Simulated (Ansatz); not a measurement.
Runs of Ansatz 0.2.0 on CsLiCr2Te2S3. The typed cell holds 18 atoms: a = 3.675 Å, b = 6.258 Å, c = 18.879 Å, α = 89.93°, β = 89.72°, γ = 90.00°. The cell was built by a generator and needn't be a form met in nature.

| task | level | potentials or basis | cell | k mesh | cutoff (eV) | points for each segment of the path | gap on the mesh (eV) | pressure (GPa) | moment (μB) | relaxed volume (Å³/atom) | largest force (eV/Å) |
| --- | --- | --- | --- | --- | --- | --- | --- | --- | --- | --- | --- |
| band structure | PBEsol | Ansatz PAW | as given | 7 × 5 × 2 | 420 | 10 | none | -2.8 | 11.43 | - | (b) |
| band structure | RPBE | Ansatz PAW | as given | 7 × 5 × 2 | 420 | 10 | none | (d) | 11.49 | - | (c) |
| relaxation of cell and atoms | PBEsol | Ansatz PAW | relaxed | 5 × 3 × 1 | 420 | - | none | 0.0 | 11.28 | 22.12 | 0.01 |
| relaxation of cell and atoms | RPBE | Ansatz PAW | relaxed | 5 × 3 × 1 | 420 | - | none | 0.0 | 11.39 | (a) | - |
| single point | PBE | PseudoDojo standard (PBE files) | as given | 7 × 5 × 2 | 1279 | - | none | 0.2 | 11.54 | - | 0.07 |

Alike in all rows: spin collinear, ferromagnetic start; smearing fermi-dirac 0.05 eV.

Q: Estimate the missing entries.

A: (a) 27.19; (b) 0.34; (c) 0.16; (d) 2.1.

Caveats: only a ferromagnetic start was run, and an antiferromagnetic order may lie lower in energy; the PAW data sets come from PBE, with cores solved anew for the run's functional, which leaves a small shift of forces and pressure (some runs); spin-orbit coupling is left out, which moves the levels of the heavy elements (some runs); the plane-wave basis is chosen anew once the cell has moved, so the energies of steps on either side of that aren't comparable (some runs).

A k mesh can miss the band edges, and the runs leave out spin-orbit coupling on Cs, Te.

A gap of «none» marks a metal or a gap under the smearing width.
